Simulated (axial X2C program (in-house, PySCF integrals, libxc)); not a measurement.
# A two-component session on RuC⁻: EOM-EA-CCSD levels

Aim: EOM-EA-CCSD levels of RuC⁻, with spin–orbit coupling in the Hamiltonian from the start.

Program: an in-house X2C program for linear molecules on PySCF integrals. Level of theory: two-component X2C with atomic mean-field terms, Ru dyall-acv3z, C dyall-av3z. These are calculated values, not measurements.

### 1 The job

Contents of task.json:

```json
{"zs": [44, 6], "q": -1, "bas": ["dyall-acv3z", "dyall-av3z"], "r0": 1.81, "eom": "ea", "thr": -2.0, "nmax": 92, "grid": [1, 0.96, 1.045, 0.92, 1.09, 1.15], "rq": 0}
```

Keys: zs atomic numbers; q charge; bas basis sets; r0 starting distance in Å; eom kind of EOM run; thr threshold in hartree for freezing inner shells (an s shell follows its p shell); nmax most natural virtual spinors; grid distances as factors.

Run with:

```sh
> python soeom.py task.json out
```

The runs that follow: EOM-EA-CCSD at 1.608 Å.

**Question.** What will these runs give? Wanted: next root led by one particle; T1 of the reference.

As calculated:

```
                     quantity                            value
       lowest root at 1.608 Å                Ω = 1/2, 0.869 eV
next root led by one particle  Ω = 1/2, about 9090 cm⁻¹ higher
          T1 of the reference                            0.027
```

The added electron is bound by 0.87 eV in a spinor of 56% Ru sσ, 21% Ru pσ, 15% C pσ. Errors of 0.1 to 0.3 eV are usual at this size, and roots led by higher excitations are left out, so the list is incomplete, and low states of that kind can be missing. T1 or the largest double amplitude of the reference is raised, which lowers the reliability.
